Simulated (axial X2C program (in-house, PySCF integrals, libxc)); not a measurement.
**FCoF: bond lengths and stretches, held linear**

An exercise on one series of results from a longer session: the logs are not shown, and one member is left open.

Program: an in-house X2C program for linear molecules on PySCF integrals. Level of theory: all-electron X2C, two-component (2c) or spin-free, F dyall-av3z, Co dyall-v3z. These are calculated values, not measurements.

All values are calculated.

2 further runs of the same task are left out: 2 set aside as unsound or not needed.

Set-up of the first run:

File task.json:

```json
{
 "zs": [
  9,
  27,
  9
 ],
 "q": 0,
 "bas": [
  "dyall-av3z",
  "dyall-v3z",
  "dyall-av3z"
 ],
 "r0": [
  1.75,
  1.75
 ],
 "symm": 1,
 "scan": [
  "PBE0",
  "HF",
  "TPSSh"
 ],
 "levels": [
  "PBE0",
  "HF",
  "TPSSh"
 ],
 "nst": 2
}
```

Keys: zs atomic numbers; q charge; bas basis sets; r0 starting distance in Å; symm equal bonds; scan levels of the two-bond scan (MP2 follows by itself at each HF point); levels methods; nst determinants followed.

Launch:

```sh
> python solin.py task.json out
```

Masses F 18.998, Co 58.933, F 18.998 u.

Steps of the session up to this table: Scan at PBE0, 2c; Scan at HF, 2c; Scan at TPSSh, 2c.

One table of the session follows, with a row left open; its other results are not shown here.

| level | r(F–Co) (Å) | r(Co–F) (Å) | lower stretch (cm⁻¹) | upper stretch (cm⁻¹) |
| --- | --- | --- | --- | --- |
| PBE0, 2c | 1.710 | 1.710 | 641.5 | 792.1 |
| HF, 2c | 1.749 | 1.749 | 631.7 | 783.0 |
| TPSSh, 2c | 1.708 | 1.708 | 639.3 | 792.4 |
| MP2, 2c | 1.726 | 1.726 | 625.8 | 778.0 |
| PBE0, spin-free | 1.710 | 1.710 | 641.7 | 792.4 |
| HF, spin-free | 1.749 | 1.749 | 631.9 | 783.4 |
| TPSSh, spin-free | 1.708 | 1.708 | 639.5 | 792.7 |
| MP2, spin-free | ? | ? | ? | ? |

**Question.** Estimate the row for MP2, spin-free.

As computed: r(F–Co) (Å): 1.725; r(Co–F) (Å): 1.725; lower stretch (cm⁻¹): 626.1; upper stretch (cm⁻¹): 778.5. In the column «r(F–Co) (Å)» it lies between PBE0, spin-free (1.710) and MP2, 2c (1.726).

Scans not shown above were run alike.

MP2 freezes inner shells (threshold -2 hartree). The molecule was held linear; bending was not examined, so a bent shape may lie lower. Note: several unpaired electrons, one determinant need not be a pure state.
